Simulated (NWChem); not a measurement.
# C2H7AlSi (SMILES [CH2]1[AlH][CH2][SiH2]1): levels of theory compared

We compute a comparison of 4 runs (HF/STO-3G, HF/3-21G, B3LYP/6-31G*) of C2H7AlSi. 

The results are computed with NWChem 7.3.0.

**1. The molecule**

The species is C2H7AlSi (11 atoms), meant as a singlet with charge 0. As SMILES, `[CH2]1[AlH][CH2][SiH2]1`. The coordinates come from a PBE0-D4/def2-TZVP relaxation.

Bond lengths: C1–Al2 1.968 Å, Al2–C3 1.968 Å, C1–Si4 1.890 Å, C3–Si4 1.890 Å, C1–H5 1.090 Å, C1–H6 1.098 Å, Al2–H7 1.588 Å, C3–H8 1.098 Å, C3–H9 1.090 Å, Si4–H10 1.491 Å, Si4–H11 1.491 Å. Some angles: C1–Al2–C3 90.6°, Al2–C1–Si4 85.3°, Al2–C3–Si4 85.3°, C1–Si4–C3 95.5°, C1–Al2–H7 134.6°, C3–Al2–H7 134.6°, Al2–C1–H5 122.9°, Al2–C1–H6 110.3°, Si4–C1–H5 118.5°, Si4–C1–H6 110.7°.

**2. Energy and forces at HF/STO-3G (run 1)**

run.xyz

```xyz
11
C2H7AlSi hf
C     -0.380300     1.142700    -0.716000
Al     0.996900     0.883900     0.665700
C      0.377100    -0.959000     0.968800
Si    -0.584000    -0.735000    -0.643200
H     -0.172300     1.606800    -1.680000
H     -1.257700     1.645500    -0.288600
H      2.184600     1.770300     1.237500
H     -0.307300    -0.991700     1.826700
H      1.056400    -1.806700     1.057400
H      0.141600    -1.380600    -1.775100
H     -1.989700    -1.233400    -0.632700
```

run.py

```python
from ase.io import read
from ase.calculators.nwchem import NWChem

mol = read('run.xyz')

calc = NWChem(
    label='run',
    theory='scf',
    memory='2200 mb',
    basis='STO-3G',
    basispar='spherical bse',
    scf={'nopen': '0', 'rhf': None, 'thresh': '1e-08', 'maxiter': '80'},
)
mol.calc = calc

forces = mol.get_forces()
print("Total energy (eV):", round(mol.get_potential_energy(), 6))
print("forces (eV/A):")
for s, f in zip(mol.symbols, forces):
    print(f"{s:2s} {f[0]:10.5f} {f[1]:10.5f} {f[2]:10.5f}")
print("dipole (e A):", mol.get_dipole_moment().round(4))
```

Launch:

```sh
$ export ASE_NWCHEM_COMMAND="nwchem PREFIX.nwi > PREFIX.nwo"
$ python run.py
```

Log:

```text
Total energy (eV): -16422.394976
forces (eV/A):
C     0.61933   -0.38351    1.46753
Al    0.77987    0.51792    0.29439
C    -0.11215    1.63219   -0.14074
Si   -0.90637   -1.38701   -1.32252
H     0.04988   -0.33250    0.43518
H     0.50152   -0.30360   -0.34674
H    -1.82908   -1.36222   -0.87716
H     0.41909   -0.07523   -0.53371
H    -0.23238    0.45735   -0.19962
H    -0.88924    0.70402    1.27897
H     1.59953    0.53258   -0.05554
dipole (e A): [0.1579 0.1841 0.1587]
```

The calculator wrote run.nwi:

```
title "run"

permanent_dir run

scratch_dir run

start run

geometry units angstrom nocenter noautosym noautoz
  C  -3.8030000000000003e-01 1.1427000000000000e+00 -7.1599999999999997e-01
  Al 9.9690000000000001e-01 8.8390000000000002e-01 6.6569999999999996e-01
  C  3.7709999999999999e-01 -9.5899999999999996e-01 9.6879999999999999e-01
  Si -5.8399999999999996e-01 -7.3499999999999999e-01 -6.4319999999999999e-01
  H  -1.7230000000000001e-01 1.6068000000000000e+00 -1.6799999999999999e+00
  H  -1.2577000000000000e+00 1.6455000000000000e+00 -2.8860000000000002e-01
  H  2.1846000000000001e+00 1.7703000000000000e+00 1.2375000000000000e+00
  H  -3.0730000000000002e-01 -9.9170000000000003e-01 1.8267000000000000e+00
  H  1.0564000000000000e+00 -1.8067000000000000e+00 1.0573999999999999e+00
  H  1.4160000000000000e-01 -1.3806000000000000e+00 -1.7750999999999999e+00
  H  -1.9897000000000000e+00 -1.2334000000000001e+00 -6.3270000000000004e-01
end

memory 2200 mb

basis spherical bse noprint
   * library STO-3G
end

scf
  nopen 0
  rhf
  thresh 1e-08
  maxiter 80
end

task scf gradient
```

run.nwo:

```text
Northwest Computational Chemistry Package (NWChem) 7.3.0
             --------------------------------------------------------

           Job information
           ---------------

    nwchem branch   = 7.3.0
    use scalapack   = T
    input           = run.nwi
    prefix          = run.
    data base       = run/run.db
    status          = startup
    nproc           =        1

           Memory information
           ------------------

[... 5 lines left out ...]
    hardfail = no
[... 144 lines left out ...]
         Quadratically convergent ROHF
[... 14 lines left out ...]
       Final RHF  results
[... 4 lines left out ...]
      Two-electron energy =    434.324394468824
[... 42 lines left out ...]
                       ROHF Final Molecular Orbital Analysis
[... 222 lines left out ...]
                 ----------------------------------------
                 |  Time  |  1-e(secs)   |  2-e(secs)   |
                 ----------------------------------------
                 |  CPU   |       0.00   |       0.65   |
                 ----------------------------------------
                 |  WALL  |       0.00   |       0.65   |
                 ----------------------------------------

 Task  times  cpu:        3.6s     wall:        3.6s
 Total times  cpu:        3.6s     wall:        3.6s
```

Wall time 4.8 s (1 thread of AMD EPYC 7B13 (Zen 3), shared host); peak memory 0.099 GiB.

**3. Energy and gradient at HF/3-21G (run 2)**

c2h7alsi.nw

```
echo
start c2h7alsi
title "C2H7AlSi"
memory stack 880 mb heap 220 mb global 1100 mb

geometry noautosym nocenter noautoz
  C    -0.380300    1.142700   -0.716000
  Al    0.996900    0.883900    0.665700
  C     0.377100   -0.959000    0.968800
  Si   -0.584000   -0.735000   -0.643200
  H    -0.172300    1.606800   -1.680000
  H    -1.257700    1.645500   -0.288600
  H     2.184600    1.770300    1.237500
  H    -0.307300   -0.991700    1.826700
  H     1.056400   -1.806700    1.057400
  H     0.141600   -1.380600   -1.775100
  H    -1.989700   -1.233400   -0.632700
end

basis spherical bse
  * library 3-21G
end

scf
  thresh 1e-08
  maxiter 80
  noprint "final vectors analysis"
end

task scf gradient
```

Launch:

```sh
$ nwchem c2h7alsi.nw > c2h7alsi.out
```

Log:

```text
[...]
  functions       =    58
[...]
  wavefunction    = RHF
[...]
         Total SCF energy =   -607.352080041102
      One-electron energy =  -1237.917010491519
      Two-electron energy =    431.008587450266
 Nuclear repulsion energy =    199.556343000151
        Time for solution =      3.0s
[...]
                         RHF ENERGY GRADIENTS
    atom               coordinates                        gradient
                 x          y          z           x          y          z
   1 C      -0.718663   2.159390  -1.353044    0.005462  -0.015814   0.005244
   2 Al      1.883868   1.670329   1.257991   -0.017762  -0.014718  -0.010353
   3 C       0.712616  -1.812247   1.830767   -0.003444   0.008982  -0.014685
   4 Si     -1.103600  -1.388949  -1.215472    0.019740   0.021788   0.018301
   5 H      -0.325600   3.036412  -3.174740    0.000372   0.002581  -0.005246
   6 H      -2.376708   3.109544  -0.545375   -0.002850   0.001183   0.002811
   7 H       4.128295   3.345382   2.338536   -0.001655  -0.001678  -0.001348
   8 H      -0.580713  -1.874041   3.451962   -0.002863   0.001278   0.002758
   9 H       1.996307  -3.414168   1.998196    0.003069  -0.004951   0.000801
  10 H       0.267585  -2.608956  -3.354453   -0.000631   0.000793   0.001264
  11 H      -3.759988  -2.330788  -1.195630    0.000561   0.000556   0.000452
[...]
```

Run time: 4.5 s. Hardware: 1 thread of AMD EPYC 7B13 (Zen 3), shared host; peak memory 0.099 GiB.

Run 3 isn't shown in full; the table further down has it.

**4. Energy and gradient at B3LYP/6-31G(d) (spherical functions) (run 4)**

sp.xyz

```xyz
11

C     -0.380300     1.142700    -0.716000
Al     0.996900     0.883900     0.665700
C      0.377100    -0.959000     0.968800
Si    -0.584000    -0.735000    -0.643200
H     -0.172300     1.606800    -1.680000
H     -1.257700     1.645500    -0.288600
H      2.184600     1.770300     1.237500
H     -0.307300    -0.991700     1.826700
H      1.056400    -1.806700     1.057400
H      0.141600    -1.380600    -1.775100
H     -1.989700    -1.233400    -0.632700
```

run.py: that of step 2 with these lines changed.

```diff
@@ -3,11 +3,11 @@
 
-mol = read('run.xyz')
+mol = read('sp.xyz')
 
 calc = NWChem(
-    label='run',
-    theory='scf',
+    label='sp',
+    theory='dft',
     memory='2200 mb',
-    basis='STO-3G',
+    basis='6-31G*',
     basispar='spherical bse',
-    scf={'nopen': '0', 'rhf': None, 'thresh': '1e-08', 'maxiter': '80'},
+    dft={'xc': 'b3lyp', 'mult': '1', 'grid': 'xfine', 'convergence': 'energy 1e-08', 'iterations': '100', 'mulliken': None},
 )
```

Launch:

```sh
$ export ASE_NWCHEM_COMMAND="nwchem PREFIX.nwi > PREFIX.nwo"
$ python run.py
```

Log:

```text
Total energy (eV): -16662.495021
forces (eV/A):
C    -0.05667    0.16846   -0.03378
Al    0.31311    0.25531    0.17715
C     0.03024   -0.07482    0.16260
Si   -0.26266   -0.33990   -0.30555
H     0.02741    0.05533   -0.10475
H    -0.09559    0.06556    0.00751
H     0.05528    0.04191    0.02736
H    -0.05739   -0.04145    0.09241
H     0.08017   -0.09035    0.01183
H     0.00740   -0.02052   -0.02844
H    -0.04134   -0.01954   -0.00632
dipole (e A): [0.0092 0.1    0.1205]
```

The calculator wrote sp.nwi:

```
title "sp"

permanent_dir sp

scratch_dir sp

start sp

geometry units angstrom nocenter noautosym noautoz
  C  -3.8030000000000003e-01 1.1427000000000000e+00 -7.1599999999999997e-01
  Al 9.9690000000000001e-01 8.8390000000000002e-01 6.6569999999999996e-01
  C  3.7709999999999999e-01 -9.5899999999999996e-01 9.6879999999999999e-01
  Si -5.8399999999999996e-01 -7.3499999999999999e-01 -6.4319999999999999e-01
  H  -1.7230000000000001e-01 1.6068000000000000e+00 -1.6799999999999999e+00
  H  -1.2577000000000000e+00 1.6455000000000000e+00 -2.8860000000000002e-01
  H  2.1846000000000001e+00 1.7703000000000000e+00 1.2375000000000000e+00
  H  -3.0730000000000002e-01 -9.9170000000000003e-01 1.8267000000000000e+00
  H  1.0564000000000000e+00 -1.8067000000000000e+00 1.0573999999999999e+00
  H  1.4160000000000000e-01 -1.3806000000000000e+00 -1.7750999999999999e+00
  H  -1.9897000000000000e+00 -1.2334000000000001e+00 -6.3270000000000004e-01
end

memory 2200 mb

basis spherical bse noprint
   * library 6-31G*
end

dft
  xc b3lyp
  mult 1
  grid xfine
  convergence energy 1e-08
  iterations 100
  mulliken
end

task dft gradient
```

sp.nwo:

```text
Northwest Computational Chemistry Package (NWChem) 7.3.0
             --------------------------------------------------------

           Job information
           ---------------

    nwchem branch   = 7.3.0
    use scalapack   = T
    input           = sp.nwi
    prefix          = sp.
    data base       = sp/sp.db
    status          = startup
    nproc           =        1

           Memory information
           ------------------

[... 5 lines left out ...]
    hardfail = no
[... 115 lines left out ...]
  convergence criterion.
[... 43 lines left out ...]
          Spatial weights used:  Erf1
[... 32 lines left out ...]
 1-e energy   =   -1238.379100
[... 46 lines left out ...]
           Coulomb energy =      483.896954717394
[... 617 lines left out ...]
          Convergence on density requested:  1.00D-05
[... 29 lines left out ...]
          total energy or number of iterations.
[... 36 lines left out ...]
                 ----------------------------------------
                 |  Time  |  1-e(secs)   |  2-e(secs)   |
                 ----------------------------------------
                 |  CPU   |       0.01   |       5.99   |
                 ----------------------------------------
                 |  WALL  |       0.01   |       5.99   |
                 ----------------------------------------

 Task  times  cpu:       44.4s     wall:       44.4s
 Total times  cpu:       44.4s     wall:       44.4s
```

Wall time 46 s (1 thread of AMD EPYC 7B13 (Zen 3), shared host); peak memory 0.15 GiB.

**5. The series**

| run | level | Cartesian functions | iteration cap | energy (Eh) | dipole moment (D) | largest force (eV/Å) | wall time |
| --- | --- | --- | --- | --- | --- | --- | --- |
| 1 | HF/STO-3G | no | 80 | -603.511889 | 1.39 | 2.443 | 4.8 s |
| 2 | HF/3-21G | no | 80 | -607.352080 | 0.88 | 1.781 | 4.5 s |
| 3 | B3LYP/6-31G* (Cartesian functions) | yes | 100 | -612.340086 | – | 0.524 | 47 s |
| 4 | B3LYP/6-31G* (spherical functions) | no | 100 | -612.335403 | 0.75 | 0.527 | 46 s |

**6. Summary of results**

```
                       quantity          value
            run 4: total energy  -612.33540 Eh
           run 4: dipole moment         0.75 D
             run 4: HOMO energy       -6.90 eV
             run 4: LUMO energy       -1.38 eV
           run 4: HOMO–LUMO gap        5.51 eV
run 4: largest force on an atom     0.527 eV/Å
```

Over runs 1, 2, 4 the dipole moment (its size) runs from 0.75 D (B3LYP/6-31G*) to 1.39 D (HF/STO-3G). The two ends differ in method and basis. In run 1 the basis is minimal, so the values are rough. All runs together took 1.7 min, the longest 47 s.
